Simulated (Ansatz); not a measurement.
Predict the output of the script below (Ansatz's Python interface).

`run_formation.py`:
```python
"""Heat of formation of BaAlGe at zero temperature, after relaxing atoms and volume at fixed cell shape."""

from collections import Counter
import csv
import warnings

import ansatz
import numpy as np

FUNCTIONAL = "PBEsol"
SCF_TOL = 1e-05
KSPACING = 0.39
SMEARING = "cold"
SIGMA = 0.05

PHASES = {
    "BaAlGe": (
        [(4.352617, 0.0, 0.0), (-2.176308, 3.769477, 0.0), (0.0, 0.0, 5.227767)],
        [
            ("Ba", (0.0, 0.0, 0.0)),
            ("Al", (2 / 3, 1 / 3, 0.5)),
            ("Ge", (1 / 3, 2 / 3, 0.5)),
        ],
    ),
    "Ba": (
        [(-2.5065, 2.5065, 2.5065), (2.5065, -2.5065, 2.5065), (2.5065, 2.5065, -2.5065)],
        [
            ("Ba", (0.0, 0.0, 0.0)),
        ],
    ),
    "Al": (
        [(0.0, 2.024805, 2.024805), (2.024805, 0.0, 2.024805), (2.024805, 2.024805, 0.0)],
        [
            ("Al", (0.0, 0.0, 0.0)),
        ],
    ),
    "Ge": (
        [(0.0, 2.82891, 2.82891), (2.82891, 0.0, 2.82891), (2.82891, 2.82891, 0.0)],
        [
            ("Ge", (0.0, 0.0, 0.0)),
            ("Ge", (0.25, 0.25, 0.25)),
        ],
    ),
}


def build(vectors, sites):
    crystal = ansatz.Crystal(lattice=ansatz.Lattice.of(vectors))
    for symbol, position in sites:
        crystal = crystal.atom(symbol, position)
    return crystal


def solve(name, crystal):
    calc = (
        crystal.calculation()
        .functional(FUNCTIONAL)
        .pseudopotentials("nc")
        .mixing("msr1")
        .scf(tolerance=SCF_TOL)
        .kpoints(spacing=KSPACING)
        .occupations(SMEARING, width=SIGMA)
        .stress()
    )
    calc = calc.relax(force_tolerance=0.02, fix_cell=["shape"])
    return calc.run()


def counts(outcome):
    return Counter(site.symbol for site in outcome.lattice.sites)

def formation_energy(outcome, mu):
    n = counts(outcome)
    return (outcome.report["energy_sigma0_ev"] - sum(k * mu[element] for element, k in n.items())) / sum(n.values())


def volume_per_atom(outcome):
    return abs(np.linalg.det(outcome.lattice.cell_ang)) / len(outcome.lattice.sites)


def main() -> None:
    warnings.simplefilter("ignore", ansatz.DeckWarning)

    phases = {name: build(*cell) for name, cell in PHASES.items()}

    done = {name: solve(name, crystal) for name, crystal in phases.items()}

    # energy of one atom in its reference phase
    references = {"Ba": "Ba", "Al": "Al", "Ge": "Ge"}
    mu = {element: done[name].report["energy_sigma0_ev"] / len(done[name].lattice.sites) for element, name in references.items()}

    target = done["BaAlGe"]
    heat = formation_energy(target, mu)
    rows = [(name, len(o.lattice.sites), volume_per_atom(o), formation_energy(o, mu)) for name, o in done.items()]
    with open("formation.csv", "w", newline="") as handle:
        writer = csv.writer(handle)
        writer.writerow(["phase", "atoms", "V (A^3/atom)", "E_form (eV/atom)"])
        writer.writerows([round(v, 4) if isinstance(v, float) else v for v in row] for row in rows)
    print(open("formation.csv").read())


if __name__ == "__main__":
    main()
```

```console
$ python run_formation.py
phase,atoms,V (A^3/atom),E_form (eV/atom)
BaAlGe,3,27.5843,-0.4984
Ba,1,56.9645,0.0
Al,1,16.0369,0.0
Ge,2,22.9573,0.0
```

Reading the output:
- The settings weren't tested for convergence.
- For the metals among these phases the mesh is modest: differences between phases can be off by up to 40 meV an atom.
- The program warned that this SCF threshold is loose for forces or stresses.
- Atoms and volume are relaxed with the cell's shape held, which in cells of lower than cubic symmetry can hide stresses and shift volumes.
- The cells come from databases of deposited and of computed structures, and not all need be stable phases.
- The compound is the structure given, not necessarily its lowest; energies are at zero temperature, with no correction for gases. A semilocal functional's error on such energies is often 0.05 to 0.1 eV an atom, and 0.1 to 0.3 eV against gases such as O2 or F2.
- The script silences the warnings on its input, which a real study should read.
- Hardware and time: 35 s on 1 thread of Arm Neoverse V1, with other jobs on the host, peak memory 0.47 GiB.
